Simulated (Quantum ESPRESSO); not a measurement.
# WS (I4/mmm) in Quantum ESPRESSO: further runs, part 2 of 4

Quantum ESPRESSO 7.5. Earlier steps stand in the parts before.

### Step 3. Phonon dispersion, LDA

File pw.in:

```
&CONTROL
  calculation = 'scf'
  prefix = 'pwscf'
  outdir = './tmp'
  pseudo_dir = './pseudo'
  tprnfor = .true.
  tstress = .true.
  disk_io = 'low'
/
&SYSTEM
  ibrav = 0
  celldm(1) = 8
  nat = 2
  ntyp = 2
  ecutwfc = 70
  nbnd = 16
  occupations = 'smearing'
  smearing = 'fd'
  degauss = 0.00367493
/
&ELECTRONS
  conv_thr = 4d-10
  electron_maxstep = 120
  mixing_beta = 0.5
/
ATOMIC_SPECIES
W    183.8400 W.upf
S     32.0600 S.upf
CELL_PARAMETERS alat
 -0.5093910946959   0.5093910946959   0.5845694218807
  0.5093910946959  -0.5093910946959   0.5845694218807
  0.5093910946959   0.5093910946959  -0.5845694218807
ATOMIC_POSITIONS crystal
W      0.5000000000    0.5000000000    0.0000000000
S      0.0000000000    0.0000000000    0.0000000000
K_POINTS automatic
4 4 4 1 1 1
```

File relax.in:

```
&CONTROL
  calculation = 'vc-relax'
  prefix = 'pwscf'
  outdir = './tmp'
  pseudo_dir = './pseudo'
  tprnfor = .true.
  tstress = .true.
  disk_io = 'low'
  nstep = 40
  forc_conv_thr = 0.0001
  etot_conv_thr = 1d-06
/
&SYSTEM
  ibrav = 0
  celldm(1) = 8
  nat = 2
  ntyp = 2
  ecutwfc = 70
  nbnd = 16
  occupations = 'smearing'
  smearing = 'fd'
  degauss = 0.00367493
/
&ELECTRONS
  conv_thr = 4d-10
  electron_maxstep = 120
  mixing_beta = 0.5
/
&IONS
  ion_dynamics = 'bfgs'
/
&CELL
  cell_dynamics = 'bfgs'
  press = 0
  press_conv_thr = 0.2
/
ATOMIC_SPECIES
W    183.8400 W.upf
S     32.0600 S.upf
CELL_PARAMETERS alat
 -0.5093910946959   0.5093910946959   0.5845694218807
  0.5093910946959  -0.5093910946959   0.5845694218807
  0.5093910946959   0.5093910946959  -0.5845694218807
ATOMIC_POSITIONS crystal
W      0.5000000000    0.5000000000    0.0000000000
S      0.0000000000    0.0000000000    0.0000000000
K_POINTS automatic
4 4 4 1 1 1
```

File scf2.in:

```
&CONTROL
  calculation = 'scf'
  prefix = 'pwscf'
  outdir = './tmp'
  pseudo_dir = './pseudo'
  tprnfor = .true.
  tstress = .true.
  disk_io = 'low'
/
&SYSTEM
  ibrav = 0
  celldm(1) = 8
  nat = 2
  ntyp = 2
  ecutwfc = 70
  nbnd = 16
  occupations = 'smearing'
  smearing = 'fd'
  degauss = 0.00367493
/
&ELECTRONS
  conv_thr = 1d-13
  electron_maxstep = 120
  mixing_beta = 0.5
  startingpot = 'file'
  startingwfc = 'file'
/
ATOMIC_SPECIES
W    183.8400 W.upf
S     32.0600 S.upf
CELL_PARAMETERS alat
 -0.4052853644180   0.4052853644180   0.5785359325141
  0.4052853644180  -0.4052853644180   0.5785359325141
  0.4052853644180   0.4052853644180  -0.5785359325141
ATOMIC_POSITIONS crystal
W      0.5000000000    0.5000000000    0.0000000000
S      0.0000000000    0.0000000000    0.0000000000
K_POINTS automatic
4 4 4 1 1 1
```

File ph.in:

```
phonon_bands of WS
&INPUTPH
  prefix = 'pwscf'
  outdir = './tmp'
  tr2_ph = 1d-18
  fildyn = 'dyn'
  niter_ph = 90
  alpha_mix(1) = 0.4
  ldisp = .true.
  nq1 = 2
  nq2 = 2
  nq3 = 2
/
```

File q2r.in:

```
&INPUT
  fildyn = 'dyn'
  zasr = 'crystal'
  flfrc = 'fc'
/
```

File matdyn.in:

```
&INPUT
  asr = 'crystal'
  flfrc = 'fc'
  flfrq = 'freq'
  q_in_cryst_coord = .true.
  flvec = ' '
/
80
 0.0000000000  0.0000000000  0.0000000000
 0.0500000000 -0.0500000000  0.0000000000
 0.1000000000 -0.1000000000  0.0000000000
 0.1500000000 -0.1500000000  0.0000000000
 0.2000000000 -0.2000000000  0.0000000000
 0.2500000000 -0.2500000000  0.0000000000
 0.3000000000 -0.3000000000  0.0000000000
 0.3500000000 -0.3500000000  0.0000000000
 0.4000000000 -0.4000000000  0.0000000000
 0.4500000000 -0.4500000000  0.0000000000
 0.5000000000 -0.5000000000  0.0000000000
 0.5000000000 -0.5000000000  0.0613438711
 0.5000000000 -0.5000000000  0.1226877423
 0.5000000000 -0.5000000000  0.1840316134
 0.5000000000 -0.5000000000  0.2453754846
 0.4575625808 -0.4575625808  0.2878129038
 0.4151251615 -0.4151251615  0.3302503231
 0.3726877423 -0.3726877423  0.3726877423
 0.3388070385 -0.3388070385  0.3388070385
 0.3049263346 -0.3049263346  0.3049263346
 0.2710456308 -0.2710456308  0.2710456308
 0.2371649269 -0.2371649269  0.2371649269
 0.2032842231 -0.2032842231  0.2032842231
 0.1694035192 -0.1694035192  0.1694035192
 0.1355228154 -0.1355228154  0.1355228154
 0.1016421115 -0.1016421115  0.1016421115
 0.0677614077 -0.0677614077  0.0677614077
 0.0338807038 -0.0338807038  0.0338807038
 0.0000000000  0.0000000000  0.0000000000
 0.0454545455  0.0454545455 -0.0454545455
 0.0909090909  0.0909090909 -0.0909090909
 0.1363636364  0.1363636364 -0.1363636364
 0.1818181818  0.1818181818 -0.1818181818
 0.2272727273  0.2272727273 -0.2272727273
 0.2727272727  0.2727272727 -0.2727272727
 0.3181818182  0.3181818182 -0.3181818182
 0.3636363636  0.3636363636 -0.3636363636
 0.4090909091  0.4090909091 -0.4090909091
 0.4545454545  0.4545454545 -0.4545454545
 0.5000000000  0.5000000000 -0.5000000000
 0.5424374192  0.4575625808 -0.4575625808
 0.5848748385  0.4151251615 -0.4151251615
 0.6273122577  0.3726877423 -0.3726877423
 0.6091247923  0.3194466363 -0.3194466363
 0.5909373269  0.2662055302 -0.2662055302
 0.5727498615  0.2129644242 -0.2129644242
 0.5545623962  0.1597233181 -0.1597233181
 0.5363749308  0.1064822121 -0.1064822121
 0.5181874654  0.0532411060 -0.0532411060
 0.5000000000  0.0000000000  0.0000000000
 0.5312500000 -0.0312500000 -0.0312500000
 0.5625000000 -0.0625000000 -0.0625000000
 0.5937500000 -0.0937500000 -0.0937500000
 0.6250000000 -0.1250000000 -0.1250000000
 0.6562500000 -0.1562500000 -0.1562500000
 0.6875000000 -0.1875000000 -0.1875000000
 0.7187500000 -0.2187500000 -0.2187500000
 0.7500000000 -0.2500000000 -0.2500000000
 0.7505780644 -0.1880780644 -0.2812500000
 0.7511561289 -0.1261561289 -0.3125000000
 0.7517341933 -0.0642341933 -0.3437500000
 0.7523122577 -0.0023122577 -0.3750000000
 0.7528903221  0.0596096779 -0.4062500000
 0.7534683866  0.1215316134 -0.4375000000
 0.7540464510  0.1834535490 -0.4687500000
 0.7546245154  0.2453754846 -0.5000000000
 0.7182495846  0.2817504154 -0.5000000000
 0.6818746539  0.3181253461 -0.5000000000
 0.6454997231  0.3545002769 -0.5000000000
 0.6091247923  0.3908752077 -0.5000000000
 0.5727498615  0.4272501385 -0.5000000000
 0.5363749308  0.4636250692 -0.5000000000
 0.5000000000  0.5000000000 -0.5000000000
 0.5000000000 -0.5000000000  0.0000000000
 0.5416666667 -0.4583333333 -0.0416666667
 0.5833333333 -0.4166666667 -0.0833333333
 0.6250000000 -0.3750000000 -0.1250000000
 0.6666666667 -0.3333333333 -0.1666666667
 0.7083333333 -0.2916666667 -0.2083333333
 0.7500000000 -0.2500000000 -0.2500000000
```

File matdyn_dos.in:

```
&INPUT
  asr = 'crystal'
  flfrc = 'fc'
  dos = .true.
  fldos = 'phdos'
  nk1 = 8
  nk2 = 8
  nk3 = 8
  deltaE = 1
  flvec = ' '
  flfrq = ' '
/
```

File matdyn_mesh.in:

```
&INPUT
  asr = 'crystal'
  flfrc = 'fc'
  flfrq = 'mesh'
  q_in_cryst_coord = .true.
  flvec = ' '
/
216
 0.08333333  0.08333333  0.08333333
 0.08333333  0.08333333  0.25000000
 0.08333333  0.08333333  0.41666667
[... 213 further points of the even 6 x 6 x 6 mesh, shifted by half a step ...]
```

Potentials or basis: PseudoDojo 0.4.1 SR LDA standard.

Command:

```
OMP_NUM_THREADS=1 pw.x -in pw.in > pw.out
OMP_NUM_THREADS=1 pw.x -in relax.in > relax.out
OMP_NUM_THREADS=1 pw.x -in scf2.in > scf2.out
OMP_NUM_THREADS=1 ph.x -in ph.in > ph.out
OMP_NUM_THREADS=1 q2r.x -in q2r.in > q2r.out
OMP_NUM_THREADS=1 matdyn.x -in matdyn.in > matdyn.out
OMP_NUM_THREADS=1 matdyn.x -in matdyn_dos.in > matdyn_dos.out
OMP_NUM_THREADS=1 matdyn.x -in matdyn_mesh.in > matdyn_mesh.out
```

pw.out:

```text
This program is part of the open-source Quantum ESPRESSO suite
     for quantum simulation of materials; please cite
[... 9 lines left out ...]
     --------------------
     sticks:   dense  smooth     PW     G-vecs:    dense   smooth      PW
     Sum        1199    1199    349                24645    24645    3865

     Using Slab Decomposition

     bravais-lattice index     =            0
     lattice parameter (alat)  =       8.0000  a.u.
     unit-cell volume          =     310.6481 (a.u.)^3
     number of atoms/cell      =            2
     number of atomic types    =            2
     number of electrons       =        20.00
     number of Kohn-Sham states=           16
     kinetic-energy cutoff     =      70.0000  Ry
     charge density cutoff     =     280.0000  Ry
     scf convergence threshold =      4.0E-10
     mixing beta               =       0.5000
     number of iterations used =            8  plain     mixing
     Exchange-correlation= SLA  PW   NOGX NOGC
                           (   1   4   0   0   0   0   0)

     celldm(1)=   8.000000  celldm(2)=   0.000000  celldm(3)=   0.000000
     celldm(4)=   0.000000  celldm(5)=   0.000000  celldm(6)=   0.000000

     crystal axes: (cart. coord. in units of alat)
               a(1) = (  -0.509391   0.509391   0.584569 )
               a(2) = (   0.509391  -0.509391   0.584569 )
               a(3) = (   0.509391   0.509391  -0.584569 )

     reciprocal axes: (cart. coord. in units 2 pi/alat)
               b(1) = ( -0.000000  0.981564  0.855330 )
               b(2) = (  0.981564 -0.000000  0.855330 )
               b(3) = (  0.981564  0.981564  0.000000 )

     PseudoPot. # 1 for W  read from file:
     W.upf
     Pseudo is Norm-conserving + core correction, Zval = 14.0
     Generated using ONCVPSP code by D. R. Hamann
     Using radial grid of 1380 points,  8 beta functions with:
                l(1) =   0
                l(2) =   0
                l(3) =   1
                l(4) =   1
                l(5) =   2
                l(6) =   2
                l(7) =   3
                l(8) =   3

     PseudoPot. # 2 for S  read from file:
     S.upf
     Pseudo is Norm-conserving + core correction, Zval =  6.0
     Generated using ONCVPSP code by D. R. Hamann
     Using radial grid of 1132 points,  6 beta functions with:
                l(1) =   0
                l(2) =   0
                l(3) =   1
                l(4) =   1
[... 25 lines left out ...]
        k(    9) = (   0.2453910   0.4907820   0.0000000), wk =   0.2500000
        k(   10) = (  -0.0000000  -0.0000000   0.6414978), wk =   0.0625000
        k(   11) = (  -0.0000000   0.7361731  -0.0000000), wk =   0.1250000

     Dense  grid:    24645 G-vectors     FFT dimensions: (  40,  40,  40)

     Initial potential from superposition of free atoms

     starting charge      19.9996, renormalised to      20.0000
     Starting wfcs are   14 randomized atomic wfcs +    2 random wfcs

     Self-consistent Calculation

     iteration #  1     ecut=    70.00 Ry     beta= 0.50
     Davidson diagonalization with overlap
     ethr =  1.00E-02,  avg # of iterations =  4.3

     Threshold (ethr) on eigenvalues was too large:
     Diagonalizing with lowered threshold

     Davidson diagonalization with overlap
     ethr =  3.04E-04,  avg # of iterations =  2.0

     total energy              =    -173.65779984 Ry
     estimated scf accuracy    <       0.06402027 Ry
[... 50 lines left out ...]
     iteration #  9     ecut=    70.00 Ry     beta= 0.50
     Davidson diagonalization with overlap
     ethr =  1.07E-11,  avg # of iterations =  3.9

     End of self-consistent calculation

          k = 0.2454 0.2454 0.2138 (  3065 PWs)   bands (ev):

   -64.7921 -28.9003 -28.8867 -28.8857  -3.8084   4.4573   5.4155   6.1634
     9.0428   9.4384  10.0279  10.2193  12.0465  14.0097  14.7267  16.5403
[... 13 lines left out ...]
   -64.7919 -28.9066 -28.8933 -28.8865  -3.3247   3.3383   5.0820   5.2721
    10.1651  10.1864  10.2273  11.3359  11.4951  13.9964  15.4529  17.8336

          k =-0.0000-0.2454 0.4277 (  3059 PWs)   bands (ev):

   -64.7919 -28.9059 -28.8913 -28.8855  -3.4497   3.3588   5.3563   5.6969
     9.2510  10.0718  10.0755  11.4478  11.4609  14.4711  15.8290  17.5203

          k =-0.0000 0.4908-0.2138 (  3067 PWs)   bands (ev):

   -64.7919 -28.9060 -28.8911 -28.8859  -3.5925   3.8811   5.3002   5.6377
     9.7095   9.9296  10.0887  11.9095  12.2133  13.2299  14.4300  15.4552

          k =-0.7362-0.2454-0.2138 (  3069 PWs)   bands (ev):

   -64.7917 -28.9044 -28.9004 -28.8884  -3.4589   4.0687   5.1843   5.5831
     9.4738   9.7217  10.1884  10.9033  12.0776  13.8426  14.7828  16.1191

          k = 0.0000 0.2454 0.0000 (  3061 PWs)   bands (ev):
[... 6 lines left out ...]
   -64.7919 -28.9024 -28.8940 -28.8868  -3.8028   4.7373   5.9800   6.2754
     8.3043  10.0436  10.2351  10.2814  11.2712  11.7037  15.6441  17.7816

          k =-0.0000-0.0000 0.6415 (  3100 PWs)   bands (ev):

   -64.7916 -28.9048 -28.8975 -28.8975  -3.4441   4.0495   5.9368   5.9368
     8.0714   9.9189  10.0557  10.8507  10.8507  13.1571  17.7616  18.1965

          k =-0.0000 0.7362-0.0000 (  3085 PWs)   bands (ev):

   -64.7915 -28.9030 -28.8998 -28.8973  -3.5860   5.1071   5.3067   5.8523
     8.7390  10.0427  10.1071  10.9006  10.9827  11.6473  16.2250  17.8973

     the Fermi energy is    10.0577 ev

!    total energy              =    -173.67962342 Ry
     estimated scf accuracy    <          1.4E-10 Ry
     smearing contrib. (-TS)   =      -0.00547216 Ry
     internal energy E=F+TS    =    -173.67415126 Ry

     The total energy is F=E-TS. E is the sum of the following terms:
     one-electron contribution =     -51.04425602 Ry
     hartree contribution      =      30.82912670 Ry
     xc contribution           =     -38.80354744 Ry
     ewald contribution        =    -114.65547449 Ry

     convergence has been achieved in   9 iterations

     Forces acting on atoms (cartesian axes, Ry/au):

     atom    1 type  1   force =     0.00000000    0.00000000    0.00000000
     atom    2 type  2   force =     0.00000000    0.00000000    0.00000000

     Total force =     0.000000     Total SCF correction =     0.000000

     Computing stress (Cartesian axis) and pressure

          total   stress  (Ry/bohr**3)                   (kbar)     P=     -280.45
  -0.00183329  -0.00000000  -0.00000000         -269.69       -0.00       -0.00
  -0.00000000  -0.00183329  -0.00000000           -0.00     -269.69       -0.00
  -0.00000000  -0.00000000  -0.00205281           -0.00       -0.00     -301.98

=------------------------------------------------------------------------------=
   JOB DONE.
=------------------------------------------------------------------------------=
```

It took 25 min on 1 thread of Intel Xeon at 2.50GHz (Skylake/Cascade Lake), shared host; peak memory 0.09 GiB.

What came out:

| Property | Result |
| --- | --- |
| Free energy | -2365.7948 eV |
| Relaxed volume | 14.42 Å³/atom |
| Relaxed cell | a = 3.448 Å, b = 3.448 Å, c = 3.448 Å, α = 120.31°, β = 120.31°, γ = 89.47° |
| Space group after relaxing (to 0.05 Å) | Fm-3m (No. 225) |
| Pressure after relaxing | 0.0 GPa |
| Band gap on the k mesh | none (metal or under the smearing width) |
| Highest phonon frequency | 346 cm⁻¹ |
| Most unstable mode | 236i cm⁻¹ |

The path:
| step | energy change (eV) | largest force (eV/Å) | pressure (GPa) | volume (Å³) |
| --- | --- | --- | --- | --- |
| 1 | 0.0000 | 0.0000 | -28.05 | 46.03 |
| 2 | -1.0209 | 0.0000 | -22.98 | 39.76 |
| 3 | -1.9528 | 0.0000 | -3.15 | 31.97 |
| 4 | -2.2987 | 0.0000 | 36.10 | 25.81 |
| 5 | -2.6674 | 0.0000 | 4.55 | 28.58 |
| 6 | -2.7615 | 0.0000 | 3.69 | 28.38 |
| 7 | -2.7666 | 0.0000 | 0.53 | 28.77 |
| 8 | -2.7669 | 0.0000 | 0.02 | 28.84 |
| 9 | -2.7669 | 0.0000 | -0.01 | 28.84 |

Final structure:
```
W S
1.0
    -1.71574    1.71574    2.44918
     1.71574   -1.71574    2.44918
     1.71574    1.71574   -2.44918
W S
1 1
Direct
  0.50000 0.50000 0.00000
  0.00000 0.00000 0.00000
```

Phonon frequencies in cm⁻¹ (negative: imaginary):
```
                q point                  frequencies
  (0.000, 0.000, 0.000)            -56 -56 0 0 0 148
 (0.350, -0.350, 0.000)   -168 -151 -125 103 241 306
 (0.500, -0.500, 0.245)   -188 -147 -106 173 271 334
 (0.237, -0.237, 0.237)      -119 -41 32 234 304 331
  (0.000, 0.000, 0.000)            -56 -56 0 0 0 148
 (0.318, 0.318, -0.318)   -184 -155 -155 160 222 222
 (0.627, 0.373, -0.373)   -190 -135 -132 204 298 312
  (0.500, 0.000, 0.000)       -127 33 72 203 307 346
(0.719, -0.219, -0.219)  -185 -173 -171 -134 272 273
 (0.753, 0.122, -0.438)   -186 -146 -121 133 262 331
 (0.573, 0.427, -0.500)   -227 -178 -172 189 270 279
(0.667, -0.333, -0.167)  -193 -185 -169 -134 250 290
```

Phonon frequencies at the corners of the path (cm⁻¹, interpolated; i marks imaginary ones):
```tsv
point	frequencies
Γ	56i 56i 0 0 0 148
X	207i 194i 162i 111i 229 308
Y	188i 147i 106i 173 271 334
S	190i 135i 132i 204 298 312
Z	236i 184i 184i 187 267 267
S1	190i 135i 132i 204 298 312
N	127i 33 72 203 307 346
P	186i 176i 176i 144i 270 270
Y1	188i 147i 106i 173 271 334
```

Phonon states per cell in windows of 50 cm⁻¹ (negative: imaginary):
```
from (cm⁻¹)  total     W     S
       -250   0.03  0.02  0.01
       -200   0.68  0.58  0.11
       -150   1.12  1.03  0.09
       -100   0.66  0.60  0.06
        -50   0.40  0.35  0.05
          0   0.22  0.18  0.05
         50   0.07  0.01  0.06
        100   0.24  0.03  0.21
        150   0.61  0.09  0.52
        200   0.36  0.03  0.32
        250   1.01  0.06  0.95
        300   0.60  0.03  0.57
```

Caveat: the k mesh is coarse (spacing up to 0.52 Å⁻¹), so the values aren't converged; the mesh is thin for the phonons of a metal; some modes are imaginary; the volume moved by over 15 % at a fixed basis, so the end points are rough; the cell relaxed to another space group than the one typed; the q mesh is small, so phonon branches between its points and thermal values are rough. The run has no spin-orbit coupling, so splittings on W are missing.

(Continued in part 3 of 4.)
